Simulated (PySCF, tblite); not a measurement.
**C₆H₄BrF+ (doublet): geometry, infrared bands and EPR parameters**

What infrared bands and EPR parameters should C₆H₄BrF+ (doublet) (`FC1=CC=C(Br)[CH][CH+]1`) show?

Computed with tblite 0.8.0 and PySCF 2.14.0, with density-fitted response routines of our own, on a single molecule in the gas phase. Atoms count from 0, in the outputs and in this text.

## (1) The molecule as given

12 atoms, charge 1, multiplicity 2; geometry from: force field or distance geometry start.

Bonds of the start (Å): F0–C1 1.34, C1–C2 1.34, C2–C3 1.46, C3–C4 1.36, C4–Br5 1.86, C4–C6 1.45, C6–C7 1.44, C7–C1 1.46, C2–H8 1.09, C3–H9 1.07, C6–H10 1.08, C7–H11 1.09.

## (2) Geometry optimisation with GFN2-xTB

Job settings and geometry (Å):

```
{"job": {"kind": "relax", "xc": "GFN2-xTB", "basis": "xTB"}, "charge": 1, "multiplicity": 2}
F     -2.618700    -0.951400    -0.343500
C     -1.380800    -0.473400    -0.196300
C     -1.048400     0.778400    -0.524600
C      0.303000     1.298100    -0.365500
C      1.290100     0.519300     0.154900
Br     3.027300     1.133500     0.375900
C      0.985500    -0.846900     0.525300
C     -0.358700    -1.348500     0.363500
H     -1.804000     1.443900    -0.937200
H      0.482700     2.317400    -0.650300
H      1.747000    -1.500300     0.935700
H     -0.623900    -2.370700     0.636000
```

On the command line:

```console
$ OMP_NUM_THREADS=1 python probes_run.py task.json out
```

The driver reads the jobs from task.json and runs them one after another.

**Question.** This job is followed by: GFN2-xTB harmonic vibrations, gas phase; UKS B3LYP, def2-TZVP-core on Br, pcH-1 on C F H, non-relativistic, mean-field spin-orbit, GIAO. What will the session give for the following? strongest single infrared mode (GFN2-xTB); zero-point energy (GFN2-xTB); g(iso) (B3LYP); ⟨S²⟩; largest a(iso) (averaged by class).

**Answer**, as computed:

```
                                 quantity                  value
strongest single infrared mode (GFN2-xTB)  1406 cm⁻¹, 347 km/mol
             zero-point energy (GFN2-xTB)          49.1 kcal/mol
                           g(iso) (B3LYP)                2.05465
                                     ⟨S²⟩     0.757 (exact 0.75)
       largest a(iso) (averaged by class)    19F on F0, 77.3 MHz
```

What this shows: Relaxing lowered the energy by 0.521 eV in 14 steps; the close pair that moved most is C2–C3, from 1.457 to 1.371 Å. All 30 modes are real, so the xTB geometry is a minimum. The strongest single mode, at 1406 cm⁻¹, has its largest shares on C1, C6 and C3 (the list is cut at 3 atoms). GFN2-xTB is a fitted tight-binding method: band positions and strengths are rough. Its intensities can rank the bands wrongly. The largest spin populations lie on C4 (0.28 e), C1 (0.28 e), Br5 (0.27 e). The isotropic g lies 52.3 ppt above the free-electron value. The hyperfine terms hold no scalar relativity, which the heavier nuclei need.
